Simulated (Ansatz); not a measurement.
What does this script print? It uses the Python package of Ansatz (0.2.0).

The script, `mgau3.py`:
```python
# -*- coding: utf-8 -*-
"""Stability of Mg-Au compounds against each other, after relaxing cells and atoms."""

from collections import Counter
import csv

import ansatz
from ase import Atoms
import numpy as np

XC = "pbesol"
CUTOFF = 260
MIXING_BETA = 0.2
K_SPACING = 0.26
FILLING = "gaussian"
WIDTH_EV = 0.1


def ground_state(name, crystal):
    calc = crystal.calculation()
    calc = calc.functional(XC).basis(CUTOFF)
    calc = calc.accuracy("medium").mixing("broyden", ndim=4, beta=MIXING_BETA)
    calc = calc.kpoints(spacing=K_SPACING)
    calc = calc.occupations(FILLING, width=WIDTH_EV)
    calc = calc.relax(force_tolerance=0.02, cell=True)
    return calc.run()


def counts(outcome):
    return Counter(site.symbol for site in outcome.lattice.sites)

def formation_energy(outcome, mu):
    n = counts(outcome)
    return (outcome.report["energy_sigma0_ev"] - sum(k * mu[element] for element, k in n.items())) / sum(n.values())


def main():
    phases = {}
    atoms = Atoms(
        ["Mg", "Au", "Au", "Au"],
        scaled_positions=[
            (0.0, 0.0, 0.0),
            (0.5, 0.5, 0.0),
            (0.5, 0.0, 0.5),
            (0.0, 0.5, 0.5),
        ],
        cell=[
            (4.106527, 0.0, 0.0),
            (0.0, 4.106527, 0.0),
            (0.0, 0.0, 4.106527),
        ],
        pbc=True,
    )
    mgau3_pm_3m = ansatz.Crystal.from_ase(atoms)
    phases["MgAu3 Pm-3m"] = mgau3_pm_3m
    mgau_pm_3m = (
        ansatz.Lattice.of((3.259, 0.0, 0.0), (0.0, 3.259, 0.0), (0.0, 0.0, 3.259))
        .atom("Mg", (0.5, 0.5, 0.5))
        .atom("Au", (0.0, 0.0, 0.0))
    )
    phases["MgAu Pm-3m"] = mgau_pm_3m
    mg = (
        ansatz.Lattice.from_parameters(3.2093, 3.2093, 5.2103, alpha=90.0, beta=90.0, gamma=120.0)
        .atom("Mg", (1 / 3, 2 / 3, 0.25))
        .atom("Mg", (2 / 3, 1 / 3, 0.75))
    )
    phases["Mg"] = mg
    au = (
        ansatz.Lattice.of((0.0, 2.035, 2.035), (2.035, 0.0, 2.035), (2.035, 2.035, 0.0))
        .atom("Au", (0.0, 0.0, 0.0))
    )
    phases["Au"] = au

    done = {name: ground_state(name, crystal) for name, crystal in phases.items()}

    # chemical potentials of the elements at zero temperature
    references = {"Mg": "Mg", "Au": "Au"}
    mu = {element: done[name].report["energy_sigma0_ev"] / len(done[name].lattice.sites) for element, name in references.items()}
    points = sorted((counts(o)["Au"] / len(o.lattice.sites), formation_energy(o, mu), name) for name, o in done.items())

    # lower hull by a monotone chain
    hull = []
    for x, e, _ in points:
        while len(hull) > 1 and (hull[-1][0] - hull[-2][0]) * (e - hull[-2][1]) - (hull[-1][1] - hull[-2][1]) * (x - hull[-2][0]) <= 0:
            hull.pop()
        hull.append((x, e))
    rows = [(name, x, e, e - np.interp(x, *zip(*hull))) for x, e, name in points]
    with open("hull.csv", "w", newline="") as handle:
        writer = csv.writer(handle)
        writer.writerow(["phase", "x(Au)", "E_form (eV/atom)", "above hull (eV/atom)"])
        writer.writerows([round(v, 4) if isinstance(v, float) else v for v in row] for row in rows)
    print(open("hull.csv").read())
    print("on the hull of these phases:", ", ".join(row[0] for row in rows if row[3] < 1e-6))


if __name__ == "__main__":
    main()
```

```console
$ python mgau3.py
DeckWarning: basis.ecutwfc = 260 eV is below the records' recommended 420 eV, and the density's cutoff is lower with it unless basis.ecutrho_ratio is high enough to keep the records' density cutoff: compare with a run at a higher cutoff
phase,x(Au),E_form (eV/atom),above hull (eV/atom)
Mg,0.0,0.0,0.0
MgAu Pm-3m,0.5,-0.558,0.0
MgAu3 Pm-3m,0.75,-0.3762,0.0
Au,1.0,0.0,0.0

on the hull of these phases: Mg, MgAu Pm-3m, MgAu3 Pm-3m, Au
```
(Warnings from the package without file and line.)

Notes:
- The settings weren't tested for convergence.
- The cutoff lies under the one recommended for these potentials.
- The meshes are coarse for the metals among these phases, whose energies can be off by up to 40 meV an atom.
- Spin-orbit coupling, which matters for elements this heavy, is left out.
- The cells come from databases of deposited and of computed structures, and not all need be stable phases.
- Differences under about 40 meV an atom lie within the error of mesh and functional, so such verdicts may flip; only the cells listed enter the hull.
- It ran for 57 s on 1 thread of Arm Neoverse V1, with other jobs on the host, peak memory 0.37 GiB.
